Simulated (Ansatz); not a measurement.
**CH4AlBO: molecular dynamics**

Purpose: to follow the molecule's vibrations and see whether its bonds hold. The start is relaxed first. Runs: 300 steps of 0.5 fs under a Nosé-Hoover thermostat at 300 K. SMILES of the start: C[B]1[O][AlH]1.

Program: Ansatz 0.2.0. Level of theory: RKS PBE0-D4/def2-SVP. These are calculated values, not measurements.

## Step 1: The system as given

Bond lengths: C1–B2 1.520 Å, B2–O3 1.470 Å, B2–Al4 2.069 Å, O3–Al4 1.680 Å, C1–H5 1.117 Å, C1–H6 1.154 Å, C1–H7 1.112 Å, Al4–H8 1.620 Å. Angles: C1–B2–O3 149.3°, C1–B2–Al4 140.6°, O3–B2–Al4 53.5°, B2–C1–H5 113.5°, B2–C1–H6 111.9°, B2–C1–H7 112.3°, H5–C1–H6 105.8°, H5–C1–H7 106.1°, H6–C1–H7 106.7°, B2–O3–Al4 81.8°, B2–Al4–O3 44.7°, B2–Al4–H8 132.4°, O3–Al4–H8 160.5°.

Structure file:

```xyz
8

C    -0.2375    1.2041   -0.3208
B     0.5439    0.0618    0.3085
O     1.6337   -0.9207    0.2250
Al    0.3979   -1.9715    0.6602
H     0.3638    2.1366   -0.4517
H    -1.1499    1.5046    0.3195
H    -0.6261    0.9442   -1.3295
H    -0.8336   -3.0162    0.5329
```

## Step 2: Preparing the start

input.yaml reads:

```yaml
crystal:
  periodic: [false, false, false]
  atoms:
    - { symbol: C, position_ang: [-0.2375, 1.2041, -0.3208] }
    - { symbol: B, position_ang: [0.5439, 0.0618, 0.3085] }
    - { symbol: O, position_ang: [1.6337, -0.9207, 0.225] }
    - { symbol: Al, position_ang: [0.3979, -1.9715, 0.6602] }
    - { symbol: H, position_ang: [0.3638, 2.1366, -0.4517] }
    - { symbol: H, position_ang: [-1.1499, 1.5046, 0.3195] }
    - { symbol: H, position_ang: [-0.6261, 0.9442, -1.3295] }
    - { symbol: H, position_ang: [-0.8336, -3.0162, 0.5329] }
basis:
  gaussian: { orbitals: def2-SVP }
hamiltonian:
  xc: pbe0
  dispersion: d4
relax:
  f_tol: 0.02
  max_steps: 40
output:
  orbitals: {}
```

Started as:

```
ansatz run input.yaml --threads 1 --pin off --max-ram 2048MiB --backend cpu --events-out ev --progress --plain --runs-dir out
```

Further steps of the session: Dynamics.

What does the calculation give? Wanted: relaxation of the start; temperature, first and last step; temperature, second half; potential energy, second half; largest change of the conserved energy; bonds formed or broken.

The runs gave:

```
                              quantity                         value
               relaxation of the start      12 moves, 2.363 eV lower
                                length           300 steps of 0.5 fs
      temperature, first and last step                 300 and 181 K
              temperature, second half  mean 202 K, from 71 to 322 K
         potential energy, second half   +20 meV/atom from the start
largest change of the conserved energy                 0.33 meV/atom
                bonds formed or broken                             0
```

In words: Against a set 300 K the second half averages 202 K with a spread of 64 K; 20 meV/atom has gone into potential energy, and a thermostat that acts over some 100 fs has not made it up in 150 fs. The conserved energy strays from its start by at most 0.33 meV/atom, 1.9 % of the mean kinetic energy, which is good for a step of 0.5 fs. No bond forms or breaks. Averages from a run of 150 fs with 8 atoms are rough. The nuclei move classically, without zero-point motion, which matters most for hydrogen.
